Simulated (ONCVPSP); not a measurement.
# An ONCV potential for Sb, from input to tests

Task: generate the file, and judge it by its errors in other configurations, its logarithmic derivatives, its ghosts and its cutoff.

The numbers are computed with ONCVPSP 4.0.1 (PBE, scalar-relativistic, spin-unpolarised reference atom).

## (1) Starting point

Typed settings, in words:

| Item | Value |
| --- | --- |
| element | antimony (Sb, Z = 51) |
| type | optimised norm-conserving Vanderbilt (ONCV) |
| frozen core | [Ar] 3d10 |
| valence charge | 23 |
| reference configuration | 4s2 4p6 4d10 5s2 5p3 |
| partial waves | 4s+5s: rc 1.25 bohr, ncon 4, nbas 8, qcut 7.7 1/bohr, 2 projectors; 4p+5p: rc 1.60 bohr, ncon 3, nbas 6, qcut 7.6 1/bohr, 3 projectors, debl 2.8 Ha; 4d: rc 1.05 bohr, ncon 4, nbas 7, qcut 8.3 1/bohr, 2 projectors, debl 2.2 Ha; f scattering state at 0.39 Ha: rc 1.65 bohr, ncon 5, nbas 8, qcut 5.8 1/bohr, 3 projectors, debl 0.4 Ha |
| local potential | polynomial inside 0.65 bohr (lpopt 1, dvloc0 0 Ha) |
| core correction | not asked for |

The outer shells as boxes (Hund's rule for the drawing; the calculation is spin-unpolarised):

```
[Ar] core
3d [↑↓][↑↓][↑↓][↑↓][↑↓]
4s [↑↓]
4p [↑↓][↑↓][↑↓]
4d [↑↓][↑↓][↑↓][↑↓][↑↓]
5s [↑↓]
5p [↑ ][↑ ][↑ ]
```

## (2) Generating the potential

Contents of Sb.dat:

```
# ATOM AND REFERENCE CONFIGURATION
# atsym  z   nc   nv     iexc    psfile
  Sb 51.00    6    5        4      upf
#
#   n    l    f
    1    0    2.00
    2    0    2.00
    2    1    6.00
    3    0    2.00
    3    1    6.00
    3    2   10.00
    4    0    2.00
    4    1    6.00
    4    2   10.00
    5    0    2.00
    5    1    3.00
#
# PSEUDOPOTENTIAL AND OPTIMIZATION
# lmax
    3
#
#   l,   rc,      ep,       ncon, nbas, qcut
    0    1.25    0.00    4    8    7.70
    1    1.60    0.00    3    6    7.60
    2    1.05    0.00    4    7    8.30
    3    1.65    0.39    5    8    5.80
#
# LOCAL POTENTIAL
# lloc, lpopt,  rc(5),   dvloc0
    4    1    0.65    0.00
#
# VANDERBILT-KLEINMAN-BYLANDER PROJECTORs
# l, nproj, debl
    0    2    3.20
    1    3    2.80
    2    2    2.20
    3    3    0.40
#
# MODEL CORE CHARGE
# icmod, fcfact, rcfact
    0    0.00    0.00
#
# LOG DERIVATIVE ANALYSIS
# epsh1, epsh2, depsh
   -7.00    5.00    0.04
#
# OUTPUT GRID
# rlmax, drl
    6.00    0.01
#
# TEST CONFIGURATIONS
# ncnf
    4
# nvcnf
#   n    l    f
    5
    4    0    2.00
    4    1    6.00
    4    2   10.00
    5    0    2.00
    5    1    2.00
#
    5
    4    0    2.00
    4    1    6.00
    4    2   10.00
    5    0    2.00
    5    1    1.00
#
    5
    4    0    2.00
    4    1    6.00
    4    2   10.00
    5    0    2.00
    5    1    0.00
#
    5
    4    0    2.00
    4    1    6.00
    4    2   10.00
    5    0    2.00
    5    1    2.50
#
```

Run with:

```sh
$ oncvpsp.x < Sb.dat > Sb.out
```

What does the calculation give? Wanted: cutoffs for 1 and 0.1 mHa per electron, occupied waves; bound ghosts; GHOST(+) flags; largest miss of a reference level; largest test error; largest phase difference near zero energy, channels read.

As calculated:

| quantity | value |
| --- | --- |
| cutoffs for 1 and 0.1 mHa per electron, occupied waves | 119 Ha and 152 Ha |
| bound ghosts | f at -16698.40 eV |
| GHOST(+) flags | s at 64 eV |
| largest miss of a reference level | 12 meV (4p) |
| largest test error (AE − PS) | -11 meV, for 4s2 4p6 4d10 5s2 5p0 |
| largest phase difference near zero energy, channels read | 0.001 rad |

What this shows: A bound ghost (f) makes it unfit for use: electrons can fall into a state that the atom doesn't have. The worst unpolarised test, 4s2 4p6 4d10 5s2 5p0, is off by 11 meV on 48.7 eV; by total energies transferability rates as good. Atomic tests can pass in spite of a ghost, since they solve only for the levels asked. It counts as very hard, with 119 Ha needed at the looser tolerance. At the looser tolerance the 4d wave is the slowest; 5s needs 28 Ha. Near zero energy the phases of the channels with partial waves agree within 0.001 rad. The program also flags highly localised states, GHOST(+) (s). All of this concerns the isolated atom, not yet a solid.
